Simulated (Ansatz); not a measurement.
# SnTe (F-43m): comparison of functionals at one structure, by script

How far apart do the functionals lie for SnTe (F-43m) at one structure? Wanted for SnTe (F-43m): a comparison of functionals at one structure.

All numbers are computed with Ansatz 0.2.0, driven from Python. The levels of theory stand in the script.

### 1 The system

The structure is cubic, space group F-43m (No. 216). The conventional cell has a = 7.222 Å, b = 7.222 Å, c = 7.222 Å, α = 90.00°, β = 90.00°, γ = 90.00°. Around Sn (site symmetry -43m) lie 4 Te at 3.13 Å. Te (site symmetry -43m) is surrounded by 4 Sn at 3.13 Å.

snte.extxyz, read by the script:

```xyz
2
Lattice="0.0 3.611146 3.611146 3.611146 0.0 3.611146 3.611146 3.611146 0.0" Properties=species:S:1:pos:R:3 pbc="T T T"
Sn    0.00000000    0.00000000    0.00000000
Te    5.41671900    5.41671900    5.41671900
```

### 2 The script

The input, run_xc.py:

```python
'''Functional comparison for SnTe (totals differ with the potentials too).'''

import warnings

import ansatz as az


def main() -> None:
    warnings.simplefilter('ignore', az.DeckWarning)

    crystal = az.Crystal.from_extxyz('snte.extxyz')

    setup = (
        crystal.calculation()
        .basis(31 * az.Ry)
        .kpoints(mesh=(6, 6, 6))
        .occupations('fixed')
        .stress()
    )

    rows = []
    for value in ['blyp', 'pbesol', 'lda']:
        rep = setup.functional(value).run(threads=1, backend='cpu').report
        rows.append((value, rep['free_energy_ev'] / len(rep['lattice']['sites']), rep['n_iterations'], sum(rep['stress_gpa'][i][i] for i in range(3)) / 3, rep['n_kpoints']))

    print('  functional   F/atom (eV)    iterations       P (GPa)      k-points')
    for row in rows:
        print(f'{str(row[0]):>12s}  {row[1]:12.5f}  {row[2]:12d}  {row[3]:12.3f}  {row[4]:12d}')


if __name__ == '__main__':
    main()
```

### 3 The input behind the calls

The package turns the script's settings into the engine's input (first run):

```yaml
crystal:
  lattice:
    - [0.0, 3.611146, 3.611146]
    - [3.611146, 0.0, 3.611146]
    - [3.611146, 3.611146, 0.0]
  atoms:
    - { symbol: Sn, position: [0.0, 0.0, 0.0] }
    - { symbol: Te, position: [0.7499999999999999, 0.7499999999999999, 0.7499999999999999] }
basis:
  ecutwfc: 421.77648681281397
kpoints:
  mp_grid:
    grid: [6, 6, 6]
hamiltonian:
  xc: blyp
scf:
  occupations:
    method: fixed
output:
  stress: true
```

### 4 The run

On the command line:

```
$ python run_xc.py
```

Standard output:

```text
  functional   F/atom (eV)    iterations       P (GPa)      k-points
        blyp   -6519.08335             7         1.561            16
      pbesol   -6425.55574             7        -1.360            16
         lda   -6353.22101             7        -2.174            16
```

It took 4.7 s on 1 thread of Intel Xeon 6975P-C (Granite Rapids), shared host; peak memory 0.43 GiB.

### 5 What changed from run to run

The engine's inputs for the other runs:

Run 2, against run 1:

```diff
@@ -15 +15 @@
-  xc: blyp
+  xc: pbesol
```

Run 3, against run 1:

```diff
@@ -15 +15 @@
-  xc: blyp
+  xc: lda
```

### 6 What each run gave

From the records of these 3 runs:

```tsv
run	functional	energy (eV/atom)	pressure (GPa)	gap on the mesh (eV)	SCF cycles	CPU time (s)
1	blyp	-6519.0833	1.56	0.33	7	1.4
2	pbesol	-6425.5557	-1.36	0.23	7	1.3
3	lda	-6353.2210	-2.17	0.20	7	1.3
```

Totals under unlike functionals or potentials can't be compared directly.

### 7 Summary of results

| quantity | value |
| --- | --- |
| runs compared | 3 |
| pressure at this cell | -2.2 (lda) to 1.6 GPa (blyp) |
| gap on the mesh | 0.20 (lda) to 0.33 eV (blyp) |

In words: From lowest to highest: LDA (-2.2 GPa), PBEsol (-1.4 GPa) and BLYP (1.6 GPa). At a fixed cell a lower pressure usually means a smaller equilibrium volume, so LDA prefers the smallest cell and BLYP the largest. Gaps by band count in the reports: BLYP 0.33 eV, PBEsol 0.23 eV and LDA 0.20 eV. Notes:
- Pressure is positive in compression.
- The structure comes from a database of computed cells and needn't be a stable or known phase.
- Total energies of different functionals can't be compared; pressures, moments and gaps at this one structure can.
